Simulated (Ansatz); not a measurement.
# Hf3Be in Ansatz: the effect of target pressure

Crystal: Hf3Be.

```
Hf Be
1.0
    -2.09200    2.09200    4.35305
     2.09200   -2.09200    4.35305
     2.09200    2.09200   -4.35305
Hf Be
3 1
Direct
  0.50000 0.50000 0.00000
  0.25000 0.75000 0.50000
  0.75000 0.25000 0.50000
  0.00000 0.00000 0.00000
```

The cell comes from a database or a generator and needn't be the stable form of this composition.

Alike in all runs:

| Item | Value |
| --- | --- |
| Program | Ansatz 0.2.0 |
| Task | relaxation of cell and atoms |
| Functional | PBE |
| Potentials or basis | Ansatz PAW |
| Cutoff | 420 eV (not typed: the program's choice for these potentials) |
| k mesh | 9 × 9 × 9 |
| Occupations | fermi-dirac, width 0.05 eV |
| Spin | no spin polarisation |

Each run relaxes the cell or the atoms first.

Task: One run gave: relaxed volume 16.41 Å³/atom. Which target pressure did it use?
A. 2 GPa
B. 0 GPa
C. 20 GPa
D. 10 GPa
E. 30 GPa

Result: C.

```tsv
target pressure	relaxed volume (Å³/atom)
0 GPa	19.06
2 GPa	18.70
5 GPa	18.22
10 GPa	17.53
20 GPa	16.41
30 GPa	15.54
```

Caveats: the plane-wave basis is chosen anew once the cell has moved, so the energies of steps on either side of that aren't comparable; the volume moved by over 15 % at a fixed basis, so the end points are rough (some runs).
